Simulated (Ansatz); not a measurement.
# YbIn2Pt: a relaxation

Aim: a sound relaxation of YbIn2Pt. The structure is shown as the input types it.

Method: DFT PBEsol, scalar-relativistic, plane waves, PAW; settings changed (as first typed), in Ansatz 0.2.0.

## 1. The system as given

It takes space group Cmcm (No. 63, orthorhombic). Conventional cell: a = 4.419 Å, b = 10.334 Å, c = 8.115 Å, α = 90.00°, β = 90.00°, γ = 90.00°. In (site symmetry m) has 3 Pt at 2.83 to 2.85 Å and 4 In at 3.06 to 3.24 Å in its first shell of neighbours. Pt (site symmetry m2m) is surrounded by 6 In at 2.83 to 2.85 Å and 3 Yb at 2.97 to 3.12 Å. Around Yb (site symmetry m2m) lie 3 Pt at 2.97 to 3.12 Å and 10 In at 3.38 to 3.50 Å.

Coordinates:

```
In Pt Yb
1.0
     2.20949   -5.16680    0.00000
     2.20949    5.16680    0.00000
     0.00000    0.00000    8.11505
In Pt Yb
4 2 2
Cartesian
  2.2095 -3.6931 3.6428
  2.2095 3.6931 4.4722
  2.2095 -3.6931 0.4147
  2.2095 3.6931 7.7003
  2.2095 2.2629 2.0288
  2.2095 -2.2629 6.0863
  2.2095 -0.7064 2.0288
  2.2095 0.7064 6.0863
```

## 2. Running it

input.yaml reads:

```yaml
crystal:
  lattice:
    - [2.20948622, -5.16679769, 0.0]
    - [2.20948622, 5.16679769, 0.0]
    - [0.0, 0.0, 8.11505317]
  atoms:
    - { symbol: In, position: [0.857386, 0.142614, 0.448896] }
    - { symbol: In, position: [0.142614, 0.857386, 0.551104] }
    - { symbol: In, position: [0.857386, 0.142614, 0.051104] }
    - { symbol: In, position: [0.142614, 0.857386, 0.948896] }
    - { symbol: Pt, position: [0.28102, 0.71898, 0.25] }
    - { symbol: Pt, position: [0.71898, 0.28102, 0.75] }
    - { symbol: Yb, position: [0.568355, 0.431645, 0.25] }
    - { symbol: Yb, position: [0.431645, 0.568355, 0.75] }
basis:
  ecutwfc: 420
kpoints:
  mp_grid: { grid: [8, 8, 4] }
hamiltonian:
  xc: pbesol
scf:
  occupations: { method: methfessel_paxton, width: 1.0 }
  max_iter: 75
output:
  forces: true
  eigenvalues: true
  stress: true
relax:
  adjacent_minimum: "off"
  f_tol: 0.005
  max_steps: 80
  cell: { stress_tol: 0.05 }
```

Launch:

```console
> ansatz run input.yaml --threads 8 --pin off --max-ram 14336MiB --backend cpu --events-out ev --progress --plain --runs-dir out
```

**Question.** How will this run end, and is anything wrong with its input?

The program finished normally. That alone doesn't make the input a sound one.

In the input, scf.occupations.method is methfessel_paxton; scf.occupations.width is 1.0. Occupations are smeared over electronvolts, wider than many features of the bands.

To check: set scf.occupations.method to gaussian and scf.occupations.width to 0.05.
